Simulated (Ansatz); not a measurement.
**C2H6BN: small, medium and large basis sets**

How large a basis does C2H6BN need? Two functionals are run in growing sets.

Program: Ansatz 0.2.0, Gaussian basis. Level of theory: one geometry, several basis sets. These are calculated values, not measurements.

Levels to be run: PBE0-D4/def2-SVP; ωB97M-V/def2-SVP; PBE0-D4/def2-QZVPP; ωB97M-V/def2-QZVPP; the functionals' def2-TZVPP values are taken from earlier runs.

**1. Structure used throughout**

All runs share one geometry, relaxed beforehand with PBE0-D4 in a triple-zeta def2 set.

10 atoms, charge 0, spin multiplicity 1.

Atoms are counted from 1 here; the program's logs count them from 0.

Bond lengths: B1–C2 1.554 Å, B1–H5 1.196 Å, B1–H6 1.197 Å, C2–C3 1.494 Å, C2–H7 1.094 Å, C2–H8 1.110 Å, C3–N4 1.263 Å, C3–H9 1.095 Å, N4–H10 1.023 Å. Angles: C2–B1–H5 120.3°, C2–B1–H6 120.2°, H5–B1–H6 119.3°, B1–C2–C3 115.9°, B1–C2–H7 114.4°, B1–C2–H8 99.0°, C3–C2–H7 112.1°, C3–C2–H8 108.0°, H7–C2–H8 105.8°, C2–C3–N4 127.7°, C2–C3–H9 115.2°, N4–C3–H9 117.1°, C3–N4–H10 110.8°.

**2. PBE0-D4 in def2-SVP**

in.yaml

```yaml
crystal:
  periodic: [false, false, false]
  atoms:
    - {symbol: B, position_ang: [-1.299125, 0.615417, -0.531620]}
    - {symbol: C, position_ang: [-0.201679, -0.440320, -0.220301]}
    - {symbol: C, position_ang: [0.824616, -0.037812, 0.787514]}
    - {symbol: N, position_ang: [2.079204, -0.021752, 0.646961]}
    - {symbol: H, position_ang: [-1.901598, 0.573751, -1.563423]}
    - {symbol: H, position_ang: [-1.596741, 1.434943, 0.288129]}
    - {symbol: H, position_ang: [0.248542, -0.898794, -1.105484]}
    - {symbol: H, position_ang: [-0.840640, -1.225855, 0.235265]}
    - {symbol: H, position_ang: [0.425752, 0.308175, 1.747162]}
    - {symbol: H, position_ang: [2.344570, -0.358951, -0.281203]}
basis:
  gaussian: {orbitals: def2-SVP}
hamiltonian: {xc: pbe0, dispersion: d4}
output: {orbitals: {seedname: orbitals}}
```

Command:

```
ansatz run in.yaml --threads 2 --pin off --events-out ev --progress --plain --max-ram 4352MiB
```

Output:

```text
Functional definition: PBE0
  name "PBE0"
  cite "Adamo & Barone, J. Chem. Phys. 110, 6158 (1999) doi:10.1063/1.478522"
  cite "Perdew, Burke & Ernzerhof, Phys. Rev. Lett. 77, 3865 (1996) doi:10.1103/PhysRevLett.77.3865"
  parent pbe
  parameter a = 0.25
  parameter kappa = 0.804
  parameter beta = 0.06672455060314922
  exchange = (1 - a)*pbe_x(kappa = kappa, mu = beta*pi^2/3) + a*exact_x
  correlation = pbe_c(beta = beta)
990 factors; their error is unknown
mean field evaluation 1: about -4323.0267 eV, gradient 4.6e1 eV
mean field evaluation 2: about -4321.2841 eV, gradient 5.4e1 eV
mean field evaluation 4: about -4328.1520 eV, gradient 2.8e0 eV
mean field evaluation 8: about -4328.1694 eV, gradient 3.2e-2 eV
mean field evaluation 16: about -4328.1535 eV, gradient 6.8e-5 eV
mean field -4328.15345938 eV, -159.0567059044 hartree, gradient 6.8e-5 eV, S^2 0.000000; 0 other end points of the search recorded, 0 dependent functions left out
reference -4328.15348473 eV, -159.0567068360 hartree; 15, 15 occupied and 71, 71 virtual orbitals, 990 factors
Total energy: -4328.27774283 eV, -159.0612732370 hartree
```

It took 1.1 s on 2 threads of Arm Neoverse V1, shared host.

**3. ωB97M-V in def2-SVP**

Changes to in.yaml since step 2:

```diff
@@ -15,3 +15,3 @@
   gaussian: {orbitals: def2-SVP}
-hamiltonian: {xc: pbe0, dispersion: d4}
+hamiltonian: {xc: {name: wB97M-V}}
 output: {orbitals: {seedname: orbitals}}
```

Same command.

Output, shortened:

```text
Functional definition: wB97M-V
  name "wB97M-V"
  cite "Mardirossian & Head-Gordon, J. Chem. Phys. 144, 214110 (2016) doi:10.1063/1.4952647"
  cite "Becke, J. Chem. Phys. 107, 8554 (1997) doi:10.1063/1.475007"
  cite "Vydrov & Van Voorhis, J. Chem. Phys. 133, 244103 (2010) doi:10.1063/1.3521275"
  # Of w^i u^j: cxij and so on, Table III.
[...]
  gx(w, u) = 1 - cx + cx01*u + cx10*w
  gss(w, u) = css00 + css04*u^4 + css10*w + css20*w^2 + css43*w^4*u^3
  gos(w, u) = cos00 + cos10*w + (cos20 + cos21*u)*w^2 + (cos60 + cos61*u)*w^6
[...]
      + integral(e_c_pw_mod_opposite_spin*gos(b97_w_opposite, b97_u_opposite)) + vv10(b, c)
990 factors; their error is unknown
256 factors; integrals over basis functions are off by at most 1.1e-5 eV
[...]
mean field -4331.19517426 eV, -159.1684868644 hartree, gradient 3.9e-5 eV, S^2 0.000000; 0 other end points of the search recorded, 0 dependent functions left out
reference -4331.19521329 eV, -159.1684882990 hartree; 15, 15 occupied and 71, 71 virtual orbitals, 990 factors
Total energy: -4331.19521329 eV, -159.1684882990 hartree
```

It took 4.5 s on 2 threads of Arm Neoverse V1, shared host.

**4. PBE0-D4 in def2-QZVPP**

Changes to in.yaml since step 3:

```diff
@@ -14,4 +14,4 @@
 basis:
-  gaussian: {orbitals: def2-SVP}
-hamiltonian: {xc: {name: wB97M-V}}
+  gaussian: {orbitals: "def2-QZVPP.json"}
+hamiltonian: {xc: pbe0, dispersion: d4}
 output: {orbitals: {seedname: orbitals}}
```

Launched as before.

Output:

```text
Functional definition: PBE0
  name "PBE0"
  cite "Adamo & Barone, J. Chem. Phys. 110, 6158 (1999) doi:10.1063/1.478522"
  cite "Perdew, Burke & Ernzerhof, Phys. Rev. Lett. 77, 3865 (1996) doi:10.1103/PhysRevLett.77.3865"
  parent pbe
  parameter a = 0.25
  parameter kappa = 0.804
  parameter beta = 0.06672455060314922
  exchange = (1 - a)*pbe_x(kappa = kappa, mu = beta*pi^2/3) + a*exact_x
  correlation = pbe_c(beta = beta)
1094 factors; their error is unknown
mean field evaluation 1: about -4325.5462 eV, gradient 5.9e1 eV
mean field evaluation 2: about -4322.1376 eV, gradient 6.9e1 eV
mean field evaluation 4: about -4333.2004 eV, gradient 6.0e0 eV
mean field evaluation 8: about -4333.2766 eV, gradient 7.2e-2 eV
mean field evaluation 16: about -4333.2763 eV, gradient 1.3e-5 eV
mean field -4333.27632868 eV, -159.2449678787 hartree, gradient 1.3e-5 eV, S^2 0.000000; 0 other end points of the search recorded, 0 dependent functions left out
reference -4333.27636716 eV, -159.2449692930 hartree; 15, 15 occupied and 393, 393 virtual orbitals, 1094 factors
Total energy: -4333.40062526 eV, -159.2495356940 hartree
```

It took 9 s on 2 threads of Arm Neoverse V1, shared host; peak memory 0.96 GiB.

**5. ωB97M-V in def2-QZVPP**

Changes to in.yaml since step 4:

```diff
@@ -15,3 +15,3 @@
   gaussian: {orbitals: "def2-QZVPP.json"}
-hamiltonian: {xc: pbe0, dispersion: d4}
+hamiltonian: {xc: {name: wB97M-V}}
 output: {orbitals: {seedname: orbitals}}
```

Same command.

Output, shortened:

```text
Functional definition: wB97M-V
  name "wB97M-V"
  cite "Mardirossian & Head-Gordon, J. Chem. Phys. 144, 214110 (2016) doi:10.1063/1.4952647"
  cite "Becke, J. Chem. Phys. 107, 8554 (1997) doi:10.1063/1.475007"
  cite "Vydrov & Van Voorhis, J. Chem. Phys. 133, 244103 (2010) doi:10.1063/1.3521275"
  # Of w^i u^j: cxij and so on, Table III.
[...]
  gx(w, u) = 1 - cx + cx01*u + cx10*w
  gss(w, u) = css00 + css04*u^4 + css10*w + css20*w^2 + css43*w^4*u^3
  gos(w, u) = cos00 + cos10*w + (cos20 + cos21*u)*w^2 + (cos60 + cos61*u)*w^6
[...]
      + integral(e_c_pw_mod_opposite_spin*gos(b97_w_opposite, b97_u_opposite)) + vv10(b, c)
1094 factors; their error is unknown
335 factors; integrals over basis functions are off by at most 1.3e-5 eV
[...]
mean field -4336.58727672 eV, -159.3666429751 hartree, gradient 2.6e-5 eV, S^2 0.000000; 0 other end points of the search recorded, 0 dependent functions left out
reference -4336.58733944 eV, -159.3666452798 hartree; 15, 15 occupied and 393, 393 virtual orbitals, 1094 factors
Total energy: -4336.58733944 eV, -159.3666452798 hartree
```

Wall time 23 s (2 threads of Arm Neoverse V1, shared host); peak memory 1.1 GiB.

**6. Density functionals: the series**

The def2-TZVPP values come from earlier runs at the same geometry.

| functional | basis | functions | energy (eV) | from the largest (eV) | HOMO (eV) | LUMO (eV) |
| --- | --- | --- | --- | --- | --- | --- |
| PBE0-D4 | def2-SVP | 86 | -4328.2777 | 5.123 | -7.33 | -1.53 |
| PBE0-D4 | def2-TZVPP | 208 | -4333.1435 | 0.257 | -7.56 | -1.64 |
| PBE0-D4 | def2-QZVPP | 408 | -4333.4006 | 0.000 | -7.60 | -1.66 |
| ωB97M-V | def2-SVP | 86 | -4331.1952 | 5.392 | -9.70 | 0.54 |
| ωB97M-V | def2-TZVPP | 208 | -4336.3416 | 0.246 | -9.95 | 0.29 |
| ωB97M-V | def2-QZVPP | 408 | -4336.5873 | 0.000 | -9.98 | 0.20 |

**7. Outcome**

```
                                       quantity          value
PBE0-D4: double and triple zeta above quadruple  5.12, 0.26 eV
ωB97M-V: double and triple zeta above quadruple  5.39, 0.25 eV
```

For PBE0-D4 the step from double to triple zeta gains 4.87 eV and the next only 0.26 eV. These are total energies; as a rule much of such shifts cancels in differences, which this series doesn't test.

For PBE0-D4 the largest set took about 8 times as long as the smallest (9 s against 1.1 s).
